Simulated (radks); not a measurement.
# Polarisabilities and dispersion coefficients of Pd, Ag⁺, Cd²⁺ and others

The task here is to estimate one member of a computed series from the others.

Method: scalar-relativistic Kohn-Sham, LB94 model potential, spin-polarised, spherical densities, finite nucleus. Code: radks (a radial shooting solver on a logarithmic mesh, Libxc functionals) version 1.

**What is computed**

* species: Pd ([Kr] 4d10), Ag⁺ ([Kr] 4d10), Cd²⁺ ([Kr] 4d10), In³⁺ ([Kr] 4d10), Sn⁴⁺ ([Kr] 4d10), Sb⁵⁺ ([Kr] 4d10), Te⁶⁺ ([Kr] 4d10), I⁷⁺ ([Kr] 4d10), Xe⁸⁺ ([Kr] 4d10)

LB94 adds a gradient term to the LDA potential that gives it a −1/r tail. It is a model potential with no energy functional, so Etot and Exc are not given.

Set-up of the first run:

The run's settings:

```text
Z 46
configuration [Kr] 4d10
relativity scalar-relativistic
functional lda,pw
model_potential LB94
spin polarised
nucleus finite rms 4.5318 fm
c 137.035999084
response adiabatic LDA kernel
```

Steps of the session up to this table: Pd, [Kr] 4d10; Ag⁺, [Kr] 4d10; Cd²⁺, [Kr] 4d10; In³⁺, [Kr] 4d10; Sn⁴⁺, [Kr] 4d10; Sb⁵⁺, [Kr] 4d10; Te⁶⁺, [Kr] 4d10; I⁷⁺, [Kr] 4d10; Xe⁸⁺, [Kr] 4d10.

One of the session's tables, all rows but one given; the rest of the session is left out.

| species | −ε(HOMO) (eV) | α (bohr³) | α uncoupled (bohr³) | C6 (hartree bohr⁶) | C8 (hartree bohr⁸) |
| --- | --- | --- | --- | --- | --- |
| Pd | 9.704 | 20.94 | 35.01 | 149.0 | 5046 |
| Ag⁺ | 22.778 | 9.385 | 14.93 | 56.02 | 1166 |
| Cd²⁺ | ? | ? | ? | ? | ? |
| In³⁺ | 56.904 | 3.467 | 5.253 | 15.44 | 181.7 |
| Sn⁴⁺ | 77.420 | 2.425 | 3.633 | 9.501 | 91.82 |
| Sb⁵⁺ | 100.05 | 1.789 | 2.661 | 6.225 | 50.90 |
| Te⁶⁺ | 124.72 | 1.371 | 2.030 | 4.272 | 30.19 |
| I⁷⁺ | 151.36 | 1.082 | 1.597 | 3.040 | 18.85 |
| Xe⁸⁺ | 179.93 | 0.8743 | 1.286 | 2.226 | 12.26 |

**Question.** Estimate the row for Cd²⁺.

The run gave: −ε(HOMO) (eV): 38.625; α (bohr³): 5.358; α uncoupled (bohr³): 8.268; C6 (hartree bohr⁶): 27.42; C8 (hartree bohr⁸): 412.1. In the column «−ε(HOMO) (eV)» it lies between Ag⁺ (22.778) and In³⁺ (56.904).

**Reading.** Uncoupled leaves out the potential induced by the response; C6 and C8 are for like pairs. Pd is the most polarisable and Xe⁸⁺ the least, a factor 23.9 apart. For the pair Pd–Xe⁸⁺ the Casimir-Polder integral gives C6 = 13.39, the rule 2·Ca·Cb/(Ca·αb/αa + Cb·αa/αb) on the like-pair values 11.15. Against the recommended values (Schwerdtfeger and Nagle, 2023 table) the misses are Pd -20 %. C8 is given only where no p, d or f shell is open.
